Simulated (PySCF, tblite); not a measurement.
# C₇H₁₀FPSi: geometry, infrared bands and NMR shifts

Aim: predict the infrared bands and NMR shifts of C₇H₁₀FPSi (`FC([SiH3])=C=PC1=CCCC1`).

Programs: tblite 0.8.0 and PySCF 2.14.0, with density-fitted response routines of our own. Each step states its level of theory. These are calculated values for one molecule in the gas phase, unless marked as measured. Atoms count from 0, in the outputs and in this text.

### 1 The starting structure

20 atoms, charge 0, multiplicity 1; geometry from: force field or distance geometry start.

Bonds of the start (Å): F0–C1 1.35, C1–Si2 1.84, C1–C3 1.29, C3–P4 1.66, P4–C5 1.86, C5–C6 1.33, C6–C7 1.51, C7–C8 1.54, C8–C9 1.52, C9–C5 1.49, Si2–H10 1.47, Si2–H11 1.49, Si2–H12 1.48, C6–H13 1.10, C7–H14 1.10, C7–H15 1.09, C8–H16 1.10, C8–H17 1.10, C9–H18 1.08, C9–H19 1.11.

### 2 Optimising the geometry with GFN2-xTB

Job settings and geometry (Å):

```
{"job": {"kind": "relax", "xc": "GFN2-xTB", "basis": "xTB"}, "charge": 0, "multiplicity": 1}
F      3.242100    -2.493800    -0.260500
C      2.973900    -1.200800    -0.559600
Si     4.054000     0.221700    -0.132900
C      1.863400    -0.941200    -1.171500
P      0.418500    -0.613700    -1.917200
C     -0.931900    -0.062700    -0.755500
C     -1.306900     1.211800    -0.656800
C     -2.398000     1.266600     0.387600
C     -3.013300    -0.140700     0.250400
C     -1.711300    -0.930600     0.176900
H      4.316600     0.984100    -1.356600
H      3.418400     1.051900     0.926400
H      5.289300    -0.342200     0.447600
H     -0.899100     2.062600    -1.219300
H     -1.907300     1.303800     1.373100
H     -3.131500     2.052600     0.217100
H     -3.529000    -0.190800    -0.719300
H     -3.623600    -0.431600     1.116700
H     -1.862700    -1.946200    -0.164400
H     -1.266800    -0.850000     1.195400
```

Run with:

```console
$ OMP_NUM_THREADS=1 python probes_run.py task.json out
```

The driver reads the jobs from task.json and runs them one after another.

**Question.** This job is followed by: GFN2-xTB harmonic vibrations, gas phase; GIAO PBE0/pcSseg-1 NMR shielding, non-relativistic, gas phase. What will the session give for the following? strongest single infrared mode (GFN2-xTB); zero-point energy (GFN2-xTB); 13C shifts against TMS (PBE0/pcSseg-1); 1H shifts against TMS (PBE0/pcSseg-1, means over atoms taken as alike); 19F shifts against CFCl3 (PBE0/pcSseg-1); 29Si shifts against TMS (PBE0/pcSseg-1); 31P shifts against H3PO4 (PBE0/pcSseg-1).

As calculated:

```
                                                              quantity                                             value
                             strongest single infrared mode (GFN2-xTB)                              771 cm⁻¹, 399 km/mol
                                          zero-point energy (GFN2-xTB)                                     89.2 kcal/mol
                                13C shifts against TMS (PBE0/pcSseg-1)  259.7, 158.7, 156.5, 155.1, 42.6, 40.8, 26.5 ppm
1H shifts against TMS (PBE0/pcSseg-1, means over atoms taken as alike)                  6.73, 4.42, 2.83, 2.76, 2.03 ppm
                              19F shifts against CFCl3 (PBE0/pcSseg-1)                                        -126.3 ppm
                               29Si shifts against TMS (PBE0/pcSseg-1)                                         -71.0 ppm
                              31P shifts against H3PO4 (PBE0/pcSseg-1)                                         123.4 ppm
```

Over 230 steps the energy fell by 0.828 eV; of the close pairs, C1–Si2 changed most, 1.836 to 1.903 Å. No mode is imaginary among the 54: a minimum at this level. The strongest single mode, at 771 cm⁻¹, is spread over several atoms, H10, H11, H12 among them. Unscaled tight-binding wavenumbers are off by several per cent, some by more. Its intensities can rank the bands wrongly. The most deshielded hydrogen is H13 (hydrogen on an alkene CH), at 6.73 ppm: olefinic region. At PBE0/pcSseg-1: The largest span, 466 ppm, is at P4, where the paramagnetic term is -774 ppm.
